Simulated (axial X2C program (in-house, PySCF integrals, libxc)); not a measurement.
**AsNa⁺: bond curves with and without spin–orbit coupling**

Aim: find the lowest determinant of AsNa⁺, scan the bond at several levels and fit the constants, once spin-free and once with spin–orbit coupling.

Program: an in-house X2C program for linear molecules on PySCF integrals. Level of theory: all-electron X2C, As dyall-cv3z, Na dyall-cv3z. These are calculated values, not measurements.

### 1 Set-up

Input file task.json:

```json
{
 "zs": [
  33,
  11
 ],
 "q": 1,
 "bas": [
  "dyall-cv3z",
  "dyall-cv3z"
 ],
 "levels": [
  "PBE0",
  "HF",
  "BP86"
 ],
 "cc": true,
 "r0": 2.76,
 "thr": -2.0,
 "nmax": 90,
 "npts": 10,
 "nst": 2,
 "ntry": 6
}
```

Keys: zs atomic numbers; q charge; bas basis sets; levels methods (HF also brings MP2); cc coupled cluster on or off; r0 starting distance in Å; thr threshold in hartree for freezing inner shells (an s shell follows its p shell); nmax most natural virtual spinors; npts points asked for on the curve; nst determinants followed; ntry starts of the search.

On the command line:

```console
> python so2c.py task.json out
```

Spin-free means the one-electron spin-free X2C Hamiltonian; two-component (2c) means X2C with spin–orbit coupling and atomic mean-field two-electron Coulomb and Gaunt terms. Basis: As dyall-cv3z contracted to [9s9p6d4f1g], Na dyall-cv3z contracted to [9s8p5d2f]; Gaussian nuclei, density fitting. Masses: As 74.922 u, Na 22.990 u.

Notation: σ, π±, δ± give the projection m of an orbital's angular momentum (0, ±1, ±2), α and β its spin, Λ and M_S the sums; ω is the projection of a spinor's total angular momentum and Ω the sum. Logs are in hartree.

The results follow Hamiltonian by Hamiltonian and level by level.

### 2 Search for the lowest determinant

PBE0 moves the distance from 2.760 Å to 3.125 Å and compares determinants there.

Spin-free determinants:

```json
{"ΔE (eV)": "0.00", "state": "M_S = 3/2, Λ = 0", "open shells": "beyond closed shells: σα, π+α, π-α"}
{"ΔE (eV)": "0.67", "state": "M_S = 1/2, Λ = 0", "open shells": "beyond closed shells: σβ, π+α, π-α"}
{"ΔE (eV)": "1.23", "state": "M_S = 1/2, Λ = 1", "open shells": "beyond closed shells: π+α"}
{"ΔE (eV)": "1.34", "state": "M_S = 1/2, Λ = 2", "open shells": "beyond closed shells: σα, π+α, π+β"}
{"ΔE (eV)": "1.34", "state": "M_S = 1/2, Λ = 0", "open shells": "beyond closed shells: σα, π+β, π-α"}
{"ΔE (eV)": "2.46", "state": "M_S = 1/2, Λ = 1", "open shells": "beyond closed shells: π+α, π+β, π-α"}
{"ΔE (eV)": "5.45", "state": "M_S = 3/2, Λ = 1", "open shells": "beyond closed shells: 2 × σα, π+α"}
```

Two-component determinants:

```csv
ΔE (eV),state,open shells
0.00,Ω = 3/2,excess of +ω over −ω: ω = 3/2
0.68,Ω = 1/2,"excess of +ω over −ω: 2 × ω = -1/2, ω = 3/2"
1.11,Ω = 1/2,excess of +ω over −ω: ω = 1/2
1.36,Ω = 5/2,"excess of +ω over −ω: 2 × ω = 1/2, ω = 3/2"
1.52,Ω = 1/2,excess of +ω over −ω: ω = 1/2
7.44,Ω = 7/2,"excess of +ω over −ω: ω = 1/2, 2 × ω = 3/2"
```

### 3 PBE0, spin-free

State followed: M_S = 3/2, Λ = 0 (beyond closed shells: σα, π+α, π-α). The scan is laid around 3.125 Å, a first estimate of the minimum, and this SCF restarts from the orbitals of the search.

Output at 3.125 Å:

```text
spin-free X2C-1e  PBE0
basis functions 175  fitting functions 913  grid points 5086
iter        total energy     max residual
   1      -2422.727241349     3.20e-05
   2      -2422.727241364     3.26e-05
   3      -2422.727241372     5.09e-06
   4      -2422.727241373     3.36e-06
converged
one-electron -3488.72582893  Coulomb 1102.86546356  exact exchange -24.14281460  xc functional -74.19328622  nuclear repulsion 61.46922482
```

Along the bond, energies from the lowest point:

| R (Å) | E (eV) | μ (D) | HOMO (eV) | LUMO (eV) | iterations |
| --- | --- | --- | --- | --- | --- |
| 2.719 | 0.1084 | 7.64 | -12.14 | -8.35 | 8 |
| 2.844 | 0.0435 | 8.11 | -11.99 | -8.23 | 8 |
| 2.938 | 0.0165 | 8.47 | -11.87 | -8.13 | 8 |
| 3.031 | 0.0030 | 8.84 | -11.76 | -8.03 | 8 |
| 3.125 | 0.0000 | 9.22 | -11.66 | -7.93 | 4 |
| 3.234 | 0.0044 | 9.67 | -11.53 | -7.81 | 8 |
| 3.344 | 0.0158 | 10.13 | -11.41 | -7.69 | 8 |
| 3.484 | 0.0362 | 10.73 | -11.27 | -7.53 | 8 |
| 3.656 | 0.0648 | 11.48 | -11.09 | -7.34 | 8 |
| 3.906 | 0.1074 | 12.58 | -10.85 | -7.09 | 8 |

Dipoles are positive if Na is the positive end and refer to the centre of mass.

Outer orbitals at the reference distance:

```csv
symmetry,occupied,ε (eV),atomic character
σα,yes,-21.98,"90% As s, 5% Na p, 4% Na d"
σβ,yes,-18.65,"90% As s, 5% Na p, 4% Na d"
σα,yes,-12.18,"87% As p, 6% Na s, 5% Na p"
π+α,yes,-11.66,"96% As p, 2% Na d"
π-α,yes,-11.66,"96% As p, 2% Na d"
σβ,no,-7.93,"74% As p, 19% Na s, 4% Na p"
π-β,no,-7.10,"93% As p, 4% Na p, 3% Na d"
π+β,no,-7.10,"93% As p, 4% Na p, 3% Na d"
σα,no,-6.09,"86% Na s, 6% As p, 4% Na p"
```

PBE0 fields in the half plane through the axis: z from -2.4 to 5.4 Å across, distance from the axis 0.15 to 2.25 Å upwards; As lies at z = 0 and Na at z = 3.125 Å; the ELF is damped to zero where the density is low.

log10 density (e/bohr³). Ten even steps from '0' (-6.51 ) to '9' (1.40 ):
```
223334444444433332222110000
233344445544444333322211000
333445555555444433333221100
334455566655554444444332110
344556666666555445555432210
344556677766655556666543211
345566778776655567877654211
345566799976665568987654321
```

ELF. Ten even steps from ' ' (0.00 ) to '@' (0.86 ):
```
          ..::--------::..                            
      ..::==++********++--::..                        
    ..--++##%%%%%%%%%%##**++--..                      
    ::++##%%@@@@@@@@@@%%%%**==                        
  ..==**%%@@@@@@%%%%@@@@@@%%==      ....              
  ::++##@@@@##--::--##@@@@%%--    ==****==..          
  ::**%%@@##::--**--::##@@@@::  --%%@@@@%%==..        
  --**%%@@**::%%::%%::++@@@@::  ++@@==##@@**..        
```

Re = 3.118 Å, ωe = 111.9 cm⁻¹, Be = 0.09857 cm⁻¹, De = 0.297 eV, μ = 9.19 D.

### 4 HF, spin-free

Output at 3.125 Å:

```text
spin-free X2C-1e  HF
basis functions 175  fitting functions 913  grid points 5086
iter        total energy     max residual
   1      -2420.962398936     2.21e-01
   2      -2420.981213804     8.03e-03
   3      -2420.981644224     5.54e-03
   4      -2420.981750152     7.74e-04
   5      -2420.981765650     3.75e-04
   6      -2420.981770412     2.18e-04
   7      -2420.981772245     8.94e-05
   8      -2420.981772523     3.03e-05
   9      -2420.981772566     8.25e-06
  10      -2420.981772572     2.01e-06
  11      -2420.981772572     6.19e-07
converged
one-electron -3489.18878341  Coulomb 1103.43231690  exact exchange -96.69453088  xc functional 0.00000000  nuclear repulsion 61.46922482
```

Re = 3.209 Å, ωe = 102.7 cm⁻¹, ωexe = 1.48 cm⁻¹, Be = 0.09305 cm⁻¹, De = 0.227 eV, μ = 9.81 D.

### 5 BP86, spin-free

The SCF at the reference distance of 3.125 Å:

```text
spin-free X2C-1e  BP86
basis functions 175  fitting functions 913  grid points 5086
iter        total energy     max residual
   1      -2423.422526123     7.75e-02
   2      -2423.425681109     6.43e-03
   3      -2423.425558541     9.37e-03
   4      -2423.425868635     3.48e-04
   5      -2423.425869310     1.32e-04
   6      -2423.425869475     2.33e-05
   7      -2423.425869478     9.18e-06
   8      -2423.425869479     8.74e-07
converged
one-electron -3488.42525305  Coulomb 1102.53547393  exact exchange 0.00000000  xc functional -99.00531518  nuclear repulsion 61.46922482
```

Re = 3.177 Å, ωe = 104.5 cm⁻¹, ωexe = 1.24 cm⁻¹, Be = 0.09494 cm⁻¹, De = 0.268 eV, μ = 9.36 D.

### 6 Correlated methods, spin-free

Correlated methods: 13 electrons correlated (frozen shells, counted by type: As 3 s, 2 p, 1 d; Na 1 s), 255 virtual spinors in MP2, 90 natural virtuals in coupled cluster.

Output of the correlated part at 3.125 Å:

```text
correlated 13  virtual 255  natural virtual 90  E(MP2) -0.341912066  MP2 remainder -0.009587305
iter   CCSD correlation   residual
   1     -0.346413114   7.64e-02
   2     -0.351217767   1.99e-02
   3     -0.351131616   3.93e-03
   4     -0.351154302   1.09e-03
   5     -0.351153762   3.07e-04
   6     -0.351151950   1.16e-04
   7     -0.351153083   3.83e-05
   8     -0.351153193   6.27e-06
   9     -0.351153147   1.81e-06
  10     -0.351153165   6.30e-07
(T) -0.005641409  T1 0.0045  D1 0.0088  max T2 0.072
```

T1 in the output is the amplitude norm over the root of the electron number; divide by √2 for the Lee–Taylor value.

MP2: Re = 3.141 Å, ωe = 109.8 cm⁻¹, Be = 0.09712 cm⁻¹, De = 0.255 eV.

CCSD: Re = 3.144 Å, ωe = 109.8 cm⁻¹, ωexe = 1.51 cm⁻¹, Be = 0.09697 cm⁻¹, De = 0.260 eV. T1 at Re = 0.003 (Lee–Taylor, the printed value over √2).

CCSD(T): Re = 3.139 Å, ωe = 110.5 cm⁻¹, ωexe = 1.51 cm⁻¹, Be = 0.09728 cm⁻¹, De = 0.252 eV. T1 at Re = 0.003 (Lee–Taylor, the printed value over √2).

### 7 A higher determinant, spin-free

State: M_S = 1/2, Λ = 0 (beyond closed shells: σβ, π+α, π-α).

Output at the reference distance:

```text
spin-free X2C-1e  PBE0
basis functions 175  fitting functions 913  grid points 5086
iter        total energy     max residual
   1      -2422.702756549     2.52e-05
   2      -2422.702756550     3.22e-05
   3      -2422.702756553     1.45e-06
   4      -2422.702756553     8.84e-07
converged
one-electron -3488.52820159  Coulomb 1102.66655967  exact exchange -24.13456235  xc functional -74.17577710  nuclear repulsion 61.46922482
```

| R (Å) | E above the lowest PBE0 point (eV) |
| --- | --- |
| 2.719 | 0.802 |
| 2.844 | 0.726 |
| 2.938 | 0.693 |
| 3.031 | 0.674 |
| 3.125 | 0.666 |
| 3.234 | 0.667 |
| 3.344 | 0.676 |
| 3.484 | 0.695 |
| 3.656 | 0.723 |

Re = 3.165 Å, ωe = 111.3 cm⁻¹, Be = 0.09565 cm⁻¹, μ = 9.26 D. ⟨S²⟩ = 1.76 against 0.75 for a pure state, so this determinant mixes spins. Te = 0.67 eV.

### 8 The spin-free curves together

Energy (eV) of the followed determinant, spin-free, from each level's lowest point:

| R (Å) | PBE0 | HF | MP2 | CCSD | CCSD(T) | BP86 |
| --- | --- | --- | --- | --- | --- | --- |
| 2.719 | 0.108 | 0.154 | 0.121 | n/a | n/a | 0.129 |
| 2.844 | 0.044 | 0.072 | 0.050 | 0.051 | 0.050 | 0.058 |
| 2.938 | 0.017 | 0.035 | 0.021 | 0.021 | 0.021 | 0.026 |
| 3.031 | 0.003 | 0.013 | 0.005 | 0.006 | 0.005 | 0.008 |
| 3.125 | 0.000 | 0.002 | 0.000 | 0.000 | 0.000 | 0.000 |
| 3.234 | 0.004 | 0.000 | 0.003 | 0.003 | 0.003 | 0.000 |
| 3.344 | 0.016 | 0.005 | 0.012 | 0.012 | 0.013 | 0.007 |
| 3.484 | 0.036 | 0.018 | 0.030 | 0.030 | 0.031 | 0.023 |
| 3.656 | 0.065 | 0.040 | 0.056 | n/a | n/a | 0.047 |
| 3.906 | 0.107 | 0.074 | 0.094 | n/a | n/a | 0.084 |

### 9 PBE0, 2c

State followed: Ω = 3/2 (excess of +ω over −ω: ω = 3/2). The scan is laid around 3.125 Å, a first estimate of the minimum, and this SCF restarts from the orbitals of the search.

The SCF at the reference distance of 3.125 Å:

```text
two-component X2C + atomic mean field  PBE0
basis functions 175  fitting functions 913  grid points 5086
iter        total energy     max residual
   1      -2421.968996321     6.39e-06
   2      -2421.968996323     3.14e-06
converged
one-electron -3486.76469184  Coulomb 1102.44540629  exact exchange -24.13359951  xc functional -74.16543086  nuclear repulsion 61.46922482  atomic mean-field constant -0.81990523
```

Along the bond, energies from the lowest point:

| R (Å) | E (eV) | μ (D) | HOMO (eV) | LUMO (eV) | iterations |
| --- | --- | --- | --- | --- | --- |
| 2.719 | 0.1085 | 7.64 | -12.04 | -8.34 | 8 |
| 2.844 | 0.0436 | 8.11 | -11.88 | -8.22 | 8 |
| 2.938 | 0.0165 | 8.47 | -11.77 | -8.13 | 8 |
| 3.031 | 0.0030 | 8.84 | -11.66 | -8.03 | 8 |
| 3.125 | 0.0000 | 9.22 | -11.55 | -7.93 | 2 |
| 3.234 | 0.0045 | 9.67 | -11.43 | -7.81 | 8 |
| 3.344 | 0.0159 | 10.12 | -11.31 | -7.69 | 8 |
| 3.484 | 0.0364 | 10.73 | -11.16 | -7.53 | 8 |
| 3.656 | 0.0651 | 11.47 | -10.99 | -7.34 | 9 |
| 3.906 | 0.1077 | 12.58 | -10.75 | -7.09 | 9 |

Dipoles are positive if Na is the positive end and refer to the centre of mass.

Outer spinors at the reference distance:

```csv
ω,occupied,ε (eV),atomic character,λ mixture
1/2,yes,-21.97,"90% As s, 5% Na p, 4% Na d",100% σ
-1/2,yes,-18.66,"90% As s, 5% Na p, 4% Na d",100% σ
1/2,yes,-12.17,"87% As p, 6% Na s, 5% Na p",100% σ
-1/2,yes,-11.75,"96% As p, 2% Na d",100% π
3/2,yes,-11.55,"96% As p, 2% Na d",100% π
-1/2,no,-7.93,"74% As p, 19% Na s, 4% Na p",100% σ
1/2,no,-7.18,"93% As p, 4% Na p, 3% Na d",100% π
-3/2,no,-7.03,"93% As p, 4% Na p, 3% Na d",100% π
1/2,no,-6.09,"86% Na s, 6% As p, 4% Na p",100% σ
```

PBE0 fields in the half plane through the axis: z from -2.4 to 5.4 Å across, distance from the axis 0.15 to 2.25 Å upwards; As lies at z = 0 and Na at z = 3.125 Å; the ELF is damped to zero where the density is low.

log10 density (e/bohr³). Ten even steps from ' ' (-6.51 ) to '@' (1.40 ):
```
::::------================--------::::::::....        
::------========++============--------::::::....      
------====++++++++++++++========----------::::....    
----====++++++******++++++++==============----::....  
--====++++**************++++++====++++++++==--::::..  
--====++++****######******++++++++********++==--::....
--==++++****####%%####****++++++**##%%####**++==::....
--==++++****##@@@@@@##******++++**%%@@%%##**++==--::..
```

ELF. Ten even steps from '0' (0.00 ) to '9' (0.86 ):
```
000001233332100000000000000
000124566655321000000000000
001357888887643100000000000
002578999998864000000000000
014689998899984000110000000
025799732379983004664100000
026897236327992038998410000
036896282825992059479610000
```

Re = 3.118 Å, ωe = 112.0 cm⁻¹, Be = 0.09859 cm⁻¹, De = 0.297 eV, μ = 9.19 D.

### 10 HF, 2c

The SCF at the reference distance of 3.125 Å:

```text
two-component X2C + atomic mean field  HF
basis functions 175  fitting functions 913  grid points 5086
iter        total energy     max residual
   1      -2420.204363987     2.21e-01
   2      -2420.223196017     8.01e-03
   3      -2420.223640744     5.51e-03
   4      -2420.223751075     7.79e-04
   5      -2420.223771961     3.74e-04
   6      -2420.223780313     2.22e-04
   7      -2420.223784176     9.46e-05
   8      -2420.223784717     3.91e-05
   9      -2420.223784800     1.73e-05
  10      -2420.223784816     7.79e-06
  11      -2420.223784819     5.23e-06
  12      -2420.223784823     4.62e-06
  13      -2420.223784825     3.22e-06
  14      -2420.223784826     2.09e-06
converged
one-electron -3487.22335111  Coulomb 1103.00810452  exact exchange -96.65785783  xc functional 0.00000000  nuclear repulsion 61.46922482  atomic mean-field constant -0.81990523
```

Re = 3.209 Å, ωe = 102.8 cm⁻¹, ωexe = 1.48 cm⁻¹, Be = 0.09305 cm⁻¹, De = 0.228 eV, μ = 9.81 D.

### 11 BP86, 2c

Output at 3.125 Å:

```text
two-component X2C + atomic mean field  BP86
basis functions 175  fitting functions 913  grid points 5086
iter        total energy     max residual
   1      -2422.663977218     7.79e-02
   2      -2422.667139560     6.44e-03
   3      -2422.667017846     9.34e-03
   4      -2422.667326339     3.44e-04
   5      -2422.667327000     1.33e-04
   6      -2422.667327168     2.35e-05
   7      -2422.667327172     9.14e-06
   8      -2422.667327172     8.78e-07
converged
one-electron -3486.46559944  Coulomb 1102.11679257  exact exchange 0.00000000  xc functional -98.96783990  nuclear repulsion 61.46922482  atomic mean-field constant -0.81990523
```

Re = 3.177 Å, ωe = 104.7 cm⁻¹, ωexe = 1.24 cm⁻¹, Be = 0.09496 cm⁻¹, De = 0.269 eV, μ = 9.36 D.

### 12 MP2 and beyond, 2c

Correlated methods: 13 electrons correlated (frozen shells, counted by type: As 3 s, 2 p, 1 d; Na 1 s), 255 virtual spinors in MP2, 90 natural virtuals in coupled cluster.

Output of the correlated part at 3.125 Å:

```text
correlated 13  virtual 255  natural virtual 90  E(MP2) -0.341884242  MP2 remainder -0.009635146
iter   CCSD correlation   residual
   1     -0.346351898   7.65e-02
   2     -0.351163754   2.01e-02
   3     -0.351079428   4.20e-03
   4     -0.351105148   1.54e-03
   5     -0.351106032   8.54e-04
   6     -0.351104056   5.29e-04
   7     -0.351109002   2.42e-04
   8     -0.351107811   1.29e-04
   9     -0.351107687   8.11e-05
  10     -0.351107882   5.17e-05
  11     -0.351108081   3.18e-05
  12     -0.351108250   9.31e-06
  13     -0.351108278   2.94e-06
  14     -0.351108283   1.35e-06
(T) -0.005636107  T1 0.0052  D1 0.0095  max T2 0.072
```

MP2: Re = 3.141 Å, ωe = 109.9 cm⁻¹, Be = 0.09712 cm⁻¹, De = 0.255 eV.

CCSD: Re = 3.143 Å, ωe = 110.0 cm⁻¹, ωexe = 1.49 cm⁻¹, Be = 0.09699 cm⁻¹, De = 0.260 eV. T1 at Re = 0.004 (Lee–Taylor, the printed value over √2).

CCSD(T): Re = 3.138 Å, ωe = 110.9 cm⁻¹, ωexe = 1.45 cm⁻¹, Be = 0.09732 cm⁻¹, De = 0.253 eV. T1 at Re = 0.004 (Lee–Taylor, the printed value over √2).

### 13 A higher determinant, 2c

State: Ω = 1/2 (excess of +ω over −ω: 2 × ω = -1/2, ω = 3/2).

Output at the reference distance:

```text
two-component X2C + atomic mean field  PBE0
basis functions 175  fitting functions 913  grid points 5086
iter        total energy     max residual
   1      -2421.944073324     2.67e-05
   2      -2421.944073326     2.10e-05
   3      -2421.944073329     1.25e-06
   4      -2421.944073329     4.08e-07
converged
one-electron -3486.55581822  Coulomb 1102.23599327  exact exchange -24.12547536  xc functional -74.14809261  nuclear repulsion 61.46922482  atomic mean-field constant -0.81990523
```

| R (Å) | E above the lowest PBE0 point (eV) |
| --- | --- |
| 2.719 | 0.815 |
| 2.844 | 0.739 |
| 2.938 | 0.705 |
| 3.031 | 0.686 |
| 3.125 | 0.678 |
| 3.234 | 0.679 |
| 3.344 | 0.688 |
| 3.484 | 0.706 |
| 3.656 | 0.735 |

Re = 3.166 Å, ωe = 111.2 cm⁻¹, Be = 0.09558 cm⁻¹, μ = 9.26 D. Te = 0.68 eV.

### 14 The 2c curves together

Energy (eV) of the followed determinant, 2c, from each level's lowest point:

| R (Å) | PBE0 | HF | MP2 | CCSD | CCSD(T) | BP86 |
| --- | --- | --- | --- | --- | --- | --- |
| 2.719 | 0.109 | 0.155 | 0.121 | n/a | n/a | 0.129 |
| 2.844 | 0.044 | 0.072 | 0.051 | 0.051 | 0.050 | 0.058 |
| 2.938 | 0.017 | 0.035 | 0.021 | 0.021 | 0.021 | 0.026 |
| 3.031 | 0.003 | 0.013 | 0.005 | 0.006 | 0.005 | 0.008 |
| 3.125 | 0.000 | 0.002 | 0.000 | 0.000 | 0.000 | 0.000 |
| 3.234 | 0.004 | 0.000 | 0.003 | 0.003 | 0.003 | 0.000 |
| 3.344 | 0.016 | 0.005 | 0.012 | 0.012 | 0.013 | 0.007 |
| 3.484 | 0.036 | 0.018 | 0.030 | 0.030 | 0.032 | 0.023 |
| 3.656 | 0.065 | 0.040 | 0.056 | n/a | n/a | 0.047 |
| 3.906 | 0.108 | 0.074 | 0.094 | n/a | n/a | 0.084 |

The whole job took 2.7 min on 1 thread of Arm Neoverse V1, shared host.

### 15 Constants

Lowest determinant that the search found at its distance, spin-free: M_S = 3/2, Λ = 0 (beyond closed shells: σα, π+α, π-α).

Lowest determinant that the search found at its distance, 2c: Ω = 3/2 (excess of +ω over −ω: ω = 3/2).

| Hamiltonian | level | Re (Å) | ωe (cm⁻¹) | De (eV) | μ (D) |
| --- | --- | --- | --- | --- | --- |
| spin-free | PBE0 | 3.118 | 111.9 | 0.297 | 9.19 |
| spin-free | HF | 3.209 | 102.7 | 0.227 | 9.81 |
| spin-free | MP2 | 3.141 | 109.8 | 0.255 | n/a |
| spin-free | CCSD | 3.144 | 109.8 | 0.260 | n/a |
| spin-free | CCSD(T) | 3.139 | 110.5 | 0.252 | n/a |
| spin-free | BP86 | 3.177 | 104.5 | 0.268 | 9.36 |
| 2c | PBE0 | 3.118 | 112.0 | 0.297 | 9.19 |
| 2c | HF | 3.209 | 102.8 | 0.228 | 9.81 |
| 2c | MP2 | 3.141 | 109.9 | 0.255 | n/a |
| 2c | CCSD | 3.143 | 110.0 | 0.260 | n/a |
| 2c | CCSD(T) | 3.138 | 110.9 | 0.253 | n/a |
| 2c | BP86 | 3.177 | 104.7 | 0.269 | 9.36 |

Dipoles are positive if Na is the positive end and refer to the centre of mass.

Time per point (s) on 1 thread of Arm Neoverse V1, shared host (2c runs; CCSD comes with the CCSD(T) run); the times are rough: PBE0 0.42, HF 0.42, MP2 0.76, CCSD(T) 7.5, BP86 0.23.

In words: At CCSD(T), going from spin-free to two-component changes Re by -1 mÅ, ωe by +0.3 %; the spin-free picture holds up (part of it comes from the scalar share of the two-electron terms). De moves by 0.00 eV; both De rest on single-determinant atoms, which can miss part of an open shell's spin–orbit lowering.

De refers to As + Na+, each in the lowest determinant found, which need not be this curve's own limit. Each curve is one determinant whose occupation by symmetry is held fixed; it was picked as the lowest of a PBE0 search that is not exhaustive. De is counted from the lowest determinant-based energies of the atoms at the same level, without counterpoise correction. Density functionals use the spin component along the axis (collinear). CCSD and (T) use frozen natural virtuals with an MP2 correction for the truncation. With several unpaired electrons one determinant need not be a pure state.
